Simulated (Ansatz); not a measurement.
**C2H3GaO: one species, many methods**

The task here is to estimate one member of a computed series from the others.

Computed with Ansatz 0.2.0, Gaussian basis. Level: functionals in def2-TZVPP, the program's frozen cores in correlated methods.

Plan: LDA (SPW92), PBE-D4, revPBE-D4, BLYP-D4, r2SCAN-D4, B97M-V, PBE0-D4, B3LYP-D4, r2SCANh-D4, r2SCAN0-D4, HSE06-D4, BHLYP-D4, CAM-B3LYP-D4, LC-ωPBE, ωB97X-V, ωB97M-V, B2PLYP, PBE-QIDH; CCSD(T)/def2-SVP; CCSD(T)/def2-TZVPP; MP2/def2-QZVPP; extrapolation to the limit; RPA on PBE.

### The geometry

An earlier PBE0-D4 in a triple-zeta def2 set relaxation fixed the geometry.

SMILES `O[C]1=[CH][GaH]1`, 7 atoms, charge 0, spin multiplicity 1.

Atoms are counted from 1 here; the program's logs count them from 0.

Bond lengths: O1–C2 1.341 Å, O1–H5 0.961 Å, C2–C3 1.360 Å, C2–Ga4 1.907 Å, C3–Ga4 1.879 Å, C3–H6 1.087 Å, Ga4–H7 1.532 Å. Angles: C2–O1–H5 108.6°, O1–C2–C3 128.4°, O1–C2–Ga4 163.8°, C3–C2–Ga4 67.9°, C2–C3–Ga4 70.0°, C2–C3–H6 132.1°, Ga4–C3–H6 157.8°, C2–Ga4–C3 42.1°, C2–Ga4–H7 156.3°, C3–Ga4–H7 161.6°.

Set-up of the first run:

Input file in.yaml:

```yaml
crystal:
  periodic: [false, false, false]
  atoms:
    - {symbol: O, position_ang: [-1.628413, 0.776848, -0.130510]}
    - {symbol: C, position_ang: [-0.422959, 0.193869, -0.064523]}
    - {symbol: C, position_ang: [0.351876, -0.021206, 1.031830]}
    - {symbol: Ga, position_ang: [1.215112, -0.678152, -0.502316]}
    - {symbol: H, position_ang: [-1.917674, 0.780299, -1.046998]}
    - {symbol: H, position_ang: [0.206443, 0.209610, 2.083923]}
    - {symbol: H, position_ang: [2.256916, -1.329167, -1.417207]}
basis:
  gaussian: {orbitals: def2-TZVPP}
hamiltonian: {xc: lda}
output: {orbitals: {seedname: orbitals}}
```

Run with:

```sh
ansatz run in.yaml --threads 2 --pin off --events-out ev --progress --plain --max-ram 4352MiB
```

Steps of the session up to this table: LDA; PBE-D4 (GGA); revPBE-D4 (GGA); BLYP-D4 (GGA); r2SCAN-D4 (meta-GGA); B97M-V (meta-GGA); B3LYP-D4 (hybrid); r2SCANh-D4 (hybrid); r2SCAN0-D4 (hybrid); HSE06-D4 (hybrid); BHLYP-D4 (hybrid); CAM-B3LYP-D4 (range-separated); LC-ωPBE (range-separated); ωB97X-V (range-separated); ωB97M-V (range-separated); B2PLYP (double hybrid); PBE-QIDH (double hybrid).

One of the session's tables, all rows but one given; the rest of the session is left out.

It belongs to the step «Frontier levels by functional». 

| functional | HOMO (eV) | gap (eV) |
| --- | --- | --- |
| LDA (SPW92) | -5.59 | 3.86 |
| PBE-D4 | -5.44 | 3.95 |
| revPBE-D4 | ? | ? |
| BLYP-D4 | -5.33 | 3.90 |
| r2SCAN-D4 | -5.66 | 4.49 |
| B97M-V | -5.70 | 4.34 |
| PBE0-D4 | -6.58 | 5.87 |
| B3LYP-D4 | -6.41 | 5.43 |
| r2SCANh-D4 | -6.09 | 5.18 |
| r2SCAN0-D4 | -6.74 | 6.22 |
| HSE06-D4 | -6.18 | 5.11 |
| BHLYP-D4 | -7.67 | 7.69 |
| CAM-B3LYP-D4 | -7.92 | 8.08 |
| LC-ωPBE | -9.19 | 10.48 |
| ωB97X-V | -8.87 | 10.04 |
| ωB97M-V | -8.75 | 9.71 |

Estimate the missing values for revPBE-D4.

**Answer.** HOMO (eV): -5.37; gap (eV): 4.00. In the column «HOMO (eV)» it lies between PBE-D4 (-5.44) and BLYP-D4 (-5.33).
